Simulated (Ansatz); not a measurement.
# C₇H₁₃NO: a ladder of functionals and wavefunction methods

Aim: compute C₇H₁₃NO with functionals from several rungs and with coupled cluster, and see how far each lands from CCSD(T) at the basis-set limit for the atomisation energy.

Program: Ansatz 0.2.0, Gaussian basis. Level of theory: functionals in def2-TZVPP, the program's frozen cores in correlated methods. These are calculated values, not measurements.

Plan: LDA (SPW92), PBE-D4, revPBE-D4, BLYP-D4, r2SCAN-D4, B97M-V, PBE0-D4, B3LYP-D4, r2SCANh-D4, r2SCAN0-D4, HSE06-D4, BHLYP-D4, CAM-B3LYP-D4, LC-ωPBE, ωB97X-V, ωB97M-V, B2PLYP, PBE-QIDH; CCSD(T)/def2-SVP; CCSD(T)/def2-TZVPP; MP2/def2-QZVPP; extrapolation to the limit; RPA on PBE.

### Step 1. The relaxed structure

An earlier PBE0-D4 in a triple-zeta def2 set relaxation fixed the geometry.

SMILES `CN/C=C/C(=O)C(C)C`, 22 atoms, charge 0, spin multiplicity 1.

Atoms are counted from 1 here; the program's logs count them from 0.

Bond lengths: C1–N2 1.439 Å, C1–H10 1.091 Å, C1–H11 1.091 Å, C1–H12 1.097 Å, N2–C3 1.350 Å, N2–H13 1.007 Å, C3–C4 1.350 Å, C3–H14 1.086 Å, C4–C5 1.451 Å, C4–H15 1.087 Å, C5–O6 1.220 Å, C5–C7 1.527 Å, C7–C8 1.528 Å, C7–C9 1.520 Å, C7–H16 1.095 Å, C8–H17 1.093 Å, C8–H18 1.093 Å, C8–H19 1.093 Å and more. Angles: N2–C1–H10 109.3°, N2–C1–H11 110.1°, N2–C1–H12 112.9°, H10–C1–H11 107.7°, H10–C1–H12 108.2°, H11–C1–H12 108.5°, C1–N2–C3 123.0°, C1–N2–H13 117.1°, C3–N2–H13 116.9°, N2–C3–C4 125.9°, N2–C3–H14 113.6°, C4–C3–H14 120.5°, C3–C4–C5 125.4°, C3–C4–H15 120.0°, C5–C4–H15 114.6°, C4–C5–O6 120.2°, C4–C5–C7 120.3°, O6–C5–C7 119.4° and more.

### Step 2. LDA

This LDA is Slater exchange with PW92 correlation.

in.yaml reads:

```yaml
crystal:
  periodic: [false, false, false]
  atoms:
    - {symbol: C, position_ang: [-2.453997, -2.653464, 0.867650]}
    - {symbol: N, position_ang: [-2.097260, -1.314407, 1.254661]}
    - {symbol: C, position_ang: [-1.156664, -0.590354, 0.612549]}
    - {symbol: C, position_ang: [-0.954519, 0.738496, 0.741407]}
    - {symbol: C, position_ang: [0.109151, 1.492645, 0.105611]}
    - {symbol: O, position_ang: [0.208758, 2.693490, 0.294867]}
    - {symbol: C, position_ang: [1.142887, 0.781540, -0.764280]}
    - {symbol: C, position_ang: [2.326946, 0.386024, 0.117094]}
    - {symbol: C, position_ang: [1.583190, 1.679256, -1.908583]}
    - {symbol: H, position_ang: [-1.566741, -3.170403, 0.498279]}
    - {symbol: H, position_ang: [-2.825503, -3.207120, 1.731612]}
    - {symbol: H, position_ang: [-3.218612, -2.682010, 0.081528]}
    - {symbol: H, position_ang: [-2.765773, -0.803401, 1.807719]}
    - {symbol: H, position_ang: [-0.515544, -1.184708, -0.031674]}
    - {symbol: H, position_ang: [-1.607480, 1.328274, 1.379284]}
    - {symbol: H, position_ang: [0.704630, -0.128425, -1.185985]}
    - {symbol: H, position_ang: [2.777873, 1.278169, 0.558214]}
    - {symbol: H, position_ang: [2.023429, -0.275615, 0.931881]}
    - {symbol: H, position_ang: [3.091257, -0.125898, -0.473068]}
    - {symbol: H, position_ang: [1.982676, 2.616310, -1.518937]}
    - {symbol: H, position_ang: [2.355593, 1.186940, -2.504794]}
    - {symbol: H, position_ang: [0.746499, 1.924659, -2.566437]}
basis:
  gaussian: {orbitals: def2-TZVPP}
hamiltonian: {xc: lda}
output: {orbitals: {seedname: orbitals}}
```

On the command line:

```console
$ ansatz run in.yaml --threads 4 --pin off --events-out ev --progress --plain --max-ram 63488MiB --backend cuda --devices 0, --max-vram 37GiB
```

After this run come: PBE-D4 (GGA); revPBE-D4 (GGA); BLYP-D4 (GGA); r2SCAN-D4 (meta-GGA); B97M-V (meta-GGA); PBE0-D4 (hybrid); B3LYP-D4 (hybrid); r2SCANh-D4 (hybrid); r2SCAN0-D4 (hybrid); HSE06-D4 (hybrid); BHLYP-D4 (hybrid); CAM-B3LYP-D4 (range-separated); LC-ωPBE (range-separated); ωB97X-V (range-separated); ωB97M-V (range-separated); B2PLYP (double hybrid); PBE-QIDH (double hybrid); CCSD(T) in def2-SVP; CCSD(T) in def2-TZVPP; MP2 in def2-QZVPP; RPA on PBE orbitals.

**Question.** What will the summary of the whole plan be? Wanted: atomisation energy, CCSD(T)/CBS; farthest beyond LDA; mean size of error, GGA; mean size of error, meta-GGA; mean size of error, hybrid; mean size of error, range-separated; mean size of error, double hybrid; gap, smallest and largest; T1 diagnostic.

**Answer**, as computed:

```
                               quantity                                                     value
        atomisation energy, CCSD(T)/CBS                                                 94.456 eV
    functionals within 0.472 eV (0.5 %)  B97M-V, B3LYP-D4, r2SCANh-D4, LC-ωPBE, ωB97X-V, PBE-QIDH
                    farthest beyond LDA                                        PBE-D4 (+3.000 eV)
                mean size of error, GGA                                                  1.381 eV
           mean size of error, meta-GGA                                                  0.495 eV
             mean size of error, hybrid                                                  1.022 eV
    mean size of error, range-separated                                                  0.452 eV
      mean size of error, double hybrid                                                  0.308 eV
              gap, smallest and largest                 3.22 eV (LDA (SPW92)), 10.21 eV (LC-ωPBE)
                          T1 diagnostic                                                    0.0135
triples share of the correlation energy                                                     4.2 %
```

What this shows: The LDA atomisation energy is off by 14.620 eV (15 %): it overbinds. PBE-D4 misses by +3.000 eV. Double hybrids carry the basis error of their MP2 part in triple zeta, and no dispersion term here, so their miss is partly the set-up's. The rungs double hybrid, range-separated miss on average by less than the doubt on the reference (0.472 eV), so they tie. Misses under about 0.472 eV are within the doubt on the reference itself, which lacks core-valence correlation, relativity and higher excitations. Hartree-Fock recovers 73 % of the binding; the rest is correlation. CCSD(T) in def2-SVP is off by -3.735 eV, more than most functionals: a good method in a small basis is no reference. The gap grows from 3.2 to 10.2 eV across the functionals, mostly with the share of exact exchange.
